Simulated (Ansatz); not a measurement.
# GeAsH2 (sextet): the correlation ladder, cc-pVTZ

The task here is to estimate one member of a computed series from the others.

Program: Ansatz 0.2.0, Gaussian basis. Level of theory: cc-pVTZ, core rule «outside noble gas», up to 28 orbitals frozen. These are calculated values, not measurements.

Plan: UHF; CCSD(T) on ROHF; CCSD(T) on UHF; BCCD(T) on ROHF; CCSDT(Q) on ROHF; CCSDT(Q) on UHF; CASSCF and MRCISD+Q, 11 electrons in 10 orbitals; CASSCF and NEVPT2, 11 electrons in 10 orbitals.

5 further runs of the same task are left out: 5 set aside as unsound or not needed. Runs told in other sessions of the task aren't counted.

### What is computed

The geometry is a PBE0/def2-TZVP stationary point (not a proven minimum) of the parent state, kept for this charge and spin. No spin-orbit coupling is included. The filled d shell of Ge, As may be among the frozen orbitals whatever the setting's name suggests.

4 atoms, charge 0, spin multiplicity 6.

Atoms are counted from 1 here; the program's logs count them from 0.

Bond lengths: Ge1–As2 2.476 Å, Ge1–H3 1.556 Å, Ge1–H4 1.556 Å. Angles: As2–Ge1–H3 109.5°, As2–Ge1–H4 109.5°, H3–Ge1–H4 105.6°.

The first run:

in.yaml reads:

```yaml
crystal:
  periodic: [false, false, false]
  atoms:
    - {symbol: Ge, position_ang: [0.042430, 0.000000, 1.232357]}
    - {symbol: As, position_ang: [-0.021540, 0.000000, -1.242487]}
    - {symbol: H, position_ang: [-0.728368, 1.239617, 1.771279]}
    - {symbol: H, position_ang: [-0.728367, -1.239618, 1.771279]}
basis:
  gaussian: {orbitals: cc-pVTZ}
magnetization: {spin_polarized: true, initial_magnetization: 5}
hamiltonian: {xc: hf}
output: {orbitals: {seedname: orbitals}}
```

Command:

```sh
$ ansatz run in.yaml --threads 1 --pin off --events-out ev --progress --plain --max-ram 2560MiB --backend cpu
```

Among the steps run: UHF; CCSD(T) on ROHF; CCSD(T) on UHF; BCCD(T) on ROHF; CCSDT(Q) on ROHF; CCSDT(Q) on UHF; CASSCF and MRCISD+Q, 11 electrons in 10 orbitals; CASSCF and NEVPT2, 11 electrons in 10 orbitals.

One table of the session follows, with a row left open; its other results are not shown here.

| method | from RCCSDT(Q) (meV) |
| --- | --- |
| ROHF | +5996.6 |
| UHF | +5888.4 |
| RMP2 | +1158.4 |
| UMP2 | ? |
| RCCSD | +264.6 |
| UCCSD | +229.6 |
| RCCSD(T) | +46.7 |
| UCCSD(T) | +13.8 |
| BCCD(T) | +45.8 |
| RCCSDT | +8.4 |
| UCCSDT | -24.7 |
| RCCSDT(Q) | 0 |
| UCCSDT(Q) | -33.4 |
| CASSCF valence | +5027.8 |
| NEVPT2 valence | +1199.3 |
| MRCISD valence | +516.5 |
| MRCISD+Q valence | +90.8 |

Estimate the missing values for UMP2.

**Answer.** from RCCSDT(Q) (meV): +1134.4. In the column «from RCCSDT(Q) (meV)» it lies between MRCISD valence (+516.5) and RMP2 (+1158.4).

To keep in mind: Restricted and unrestricted rows rest on different reference determinants; a gap between their highest levels can come from leftover correlation error, from unlike frozen cores or from another state.
